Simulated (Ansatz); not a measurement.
# FH4NSi: the cost of one run

The runs use Ansatz 0.2.0, Gaussian basis; PBE0-D4/def2-TZVP structures, single points in def2-TZVPP, no counterpoise correction.

Levels: SPW92, PBE-D4, BLYP-D4, r2SCAN-D4, B97M-V, PBE0-D4, B3LYP-D4, r2SCAN0-D4, BHLYP-D4, CAM-B3LYP-D4, wB97X-V, wB97M-V, B2PLYP, PBE-QIDH, RPA on PBE, Hartree-Fock, MP2, CCSD, CCSD(T).

Cores are frozen in the correlated methods. B3LYP uses VWN-RPA correlation. B2PLYP carries no dispersion term here.

95 further runs of the same task are left out: 1 that didn't finish, 94 set aside as unsound or not needed. Runs told in other sessions of the task aren't counted.

### 1 Starting geometry

The complex: 12 atoms, charge 0, spin multiplicity 1.

Atoms are counted from 1 here; the program's logs count them from 0.

Bond lengths: Si1–H3 1.480 Å, Si1–H4 1.479 Å, Si1–N5 1.694 Å, Si1–F7 1.605 Å, Si2–H6 1.484 Å, Si2–H8 1.485 Å, Si2–H9 1.483 Å, Si2–H10 1.488 Å, N5–H11 1.007 Å, N5–H12 1.006 Å. Angles: H3–Si1–H4 113.8°, H3–Si1–N5 108.3°, H3–Si1–F7 105.8°, H4–Si1–N5 108.6°, H4–Si1–F7 105.7°, N5–Si1–F7 114.8°, H6–Si2–H8 109.8°, H6–Si2–H9 110.1°, H6–Si2–H10 109.1°, H8–Si2–H9 109.9°, H8–Si2–H10 108.8°, H9–Si2–H10 109.1°, Si1–N5–H11 121.7°, Si1–N5–H12 122.2°, H11–N5–H12 112.1°.

As a file:

```
Si   -1.4389    0.9150   -0.6215
Si    1.2029   -1.6051    1.1567
H    -1.4170   -0.5624   -0.5286
H    -2.5502    1.4457   -1.4413
N     0.0257    1.4262   -1.3022
H     0.5265   -0.4903    1.8647
F    -1.7081    1.4431    0.8697
H     2.3848   -2.0530    1.9355
H     0.2615   -2.7364    0.9728
H     1.6595   -1.1295   -0.1772
H     0.9011    0.9908   -1.0627
H     0.1523    2.3557   -1.6660
```

Its parts: FH₄NSi holds atoms 1, 3, 4, 5, 7, 11, 12; SiH₄ holds atoms 2, 6, 8, 9, 10. Each part counts its atoms afresh in its own runs.

### 2 Relaxing FH₄NSi alone

The input, relax-a/in.yaml:

```yaml
crystal:
  periodic: [false, false, false]
  atoms:
    - {symbol: Si, position_ang: [-1.438937, 0.915043, -0.621451]}
    - {symbol: H, position_ang: [-1.416960, -0.562366, -0.528551]}
    - {symbol: H, position_ang: [-2.550197, 1.445689, -1.441294]}
    - {symbol: N, position_ang: [0.025728, 1.426197, -1.302166]}
    - {symbol: F, position_ang: [-1.708128, 1.443081, 0.869668]}
    - {symbol: H, position_ang: [0.901064, 0.990758, -1.062704]}
    - {symbol: H, position_ang: [0.152290, 2.355656, -1.666000]}
basis:
  gaussian: {orbitals: def2-TZVP}
hamiltonian: {xc: pbe0, dispersion: d4}
relax: {f_tol: 0.005, max_steps: 200}
```

The run is started by

```
> ansatz run in.yaml --threads 4 --pin off --events-out ev --progress --plain --max-ram 9574MiB
```

**Question.** How long does this run take on 4 threads of Intel Xeon at 2.50GHz, shared host?

About 14 s.
